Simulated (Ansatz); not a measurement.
Ga3Sn, space group Fm-3m, a test of the smearing width

With Ansatz's Python interface.

At the Python prompt:
```pycon
>>> import ansatz as az
>>> from ase import Atoms
>>> from tabulate import tabulate
>>> atoms = Atoms(
...     ["Ga", "Ga", "Ga", "Sn"],
...     scaled_positions=[
...         [0.25, 0.25, 0.25],
...         [0.75, 0.75, 0.75],
...         [0.5, 0.5, 0.5],
...         [0.0, 0.0, 0.0],
...     ],
...     cell=[
...         [0.0, 3.46662954, 3.46662954],
...         [3.46662954, 0.0, 3.46662954],
...         [3.46662954, 3.46662954, 0.0],
...     ],
...     pbc=True,
... )
>>> xtal = az.Crystal.from_ase(atoms)
>>> calculation = xtal.calculation()
>>> calculation = calculation.functional("r2scan")
>>> calculation = calculation.basis(500)
>>> calculation = calculation.kpoints(6, 6, 6)
>>> calculation = calculation.forces().stress()
>>> rows = []
>>> for value in [0.3, 0.2, 0.1, 0.05]:
...     rep = calculation.occupations("gaussian", width=value).run(threads=1, backend="cpu").report
...     rows.append((value, rep["free_energy_ev"] / len(rep["lattice"]["sites"]), rep["n_iterations"], sum(rep["stress_gpa"][i][i] for i in range(3)) / 3, max(abs(f) for row in rep["forces_ev_ang"] for f in row), rep["n_kpoints"]))
...

>>> print(tabulate(rows, headers=["width (eV)", "F/atom (eV)", "iterations", "P (GPa)", "max component (eV/A)", "k-points"], floatfmt=".4f", tablefmt="github"))
|   width (eV) |   F/atom (eV) |   iterations |   P (GPa) |   max component (eV/A) |   k-points |
|--------------|---------------|--------------|-----------|------------------------|------------|
|       0.3000 |    -4352.1700 |            8 |   -0.7197 |                 0.0000 |         16 |
|       0.2000 |    -4352.1642 |            8 |   -0.8002 |                 0.0000 |         16 |
|       0.1000 |    -4352.1602 |            7 |   -0.9118 |                 0.0000 |         16 |
|       0.0500 |    -4352.1591 |            8 |   -1.0004 |                 0.0000 |         16 |
>>> # the last row is the reference
>>> for row in rows[:-1]:
...     shift = 1000 * (row[1] - rows[-1][1])
...     print(f"{row[0]}: {shift:+.2f} meV/atom" + ("  (within 2 meV)" if abs(shift) < 2 else ""))
...
0.3: -10.91 meV/atom
0.2: -5.13 meV/atom
0.1: -1.16 meV/atom  (within 2 meV)
```

Going from 0.05 to 0.3 eV changes F by -10.9 meV an atom. The report's estimate for zero width moves by -1.8 meV, so the entropy term explains only part of the change. The pressure moves from -1.00 to -0.72 GPa.

Caveats:
- The mesh is modest for a metal, so energies can be off by several to tens of meV an atom and pressures by half a GPa or more; differences at equal mesh fare better.
- The free energy holds a sizeable smearing term, which stands for no physical temperature.
- Forces vanish by symmetry here and test nothing.
- The narrowest width needs the finest mesh, so the last row is no converged reference.
- Pressure is positive in compression.
- This cell is a computed structure, which may not be the phase found in nature.
- Wall time of the script: 30 s on 1 thread of Arm Neoverse V1, with other jobs on the host, peak memory 0.65 GiB.

(Lines on the test bed's own set-up are left out of the output.)
